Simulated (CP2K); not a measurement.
Cu3O2:

```
Cu O
1.0
     4.65622    0.00000    0.00000
     1.14053    4.51437    0.00000
    -2.89837   -2.25719    2.86093
Cu O
3 2
Cartesian
  0.0000 0.0000 0.0000
  2.3281 0.0000 1.4305
  0.5703 2.2572 1.4305
  0.8789 -1.1286 1.4305
  -0.8789 1.1286 1.4305
```

The cell comes from a database or a generator and needn't be the stable form of this composition.

Base run:

* Program: CP2K 2026.2
* Functional: PBEsol
* Potentials or basis: POTENTIAL_UZH Cu GTH-PBE-q11, O GTH-PBE-q6; TZVP-MOLOPT-PBE-GTH basis
* Density cutoff: 8163 eV
* k mesh: 9 × 9 × 9
* Occupations: fermi-dirac, width 0.05 eV
* Spin: no spin polarisation

Its results: band gap on the k mesh none (metal or under the smearing width); pressure -3.5 GPa.

The run is repeated on the same cell with these changes: functional from PBEsol to PBE. What comes out?

Band gap on the k mesh none (metal or under the smearing width); pressure 2.9 GPa.

PBE binds less tightly than PBEsol, so the same cell stands under more pressure.

Caveats: the basis of atomic orbitals isn't converged, which shifts pressures, moduli and gaps; an odd number of electrons without spin polarisation forces a metal; a magnetic or distorted state may lie lower; the run has no spin polarisation, though such a crystal can be magnetic; semilocal functionals often make such compounds metallic where correlation or magnetic order opens a gap, which also shifts bond lengths; the potentials were made for another functional, which shifts forces and pressure (some runs).
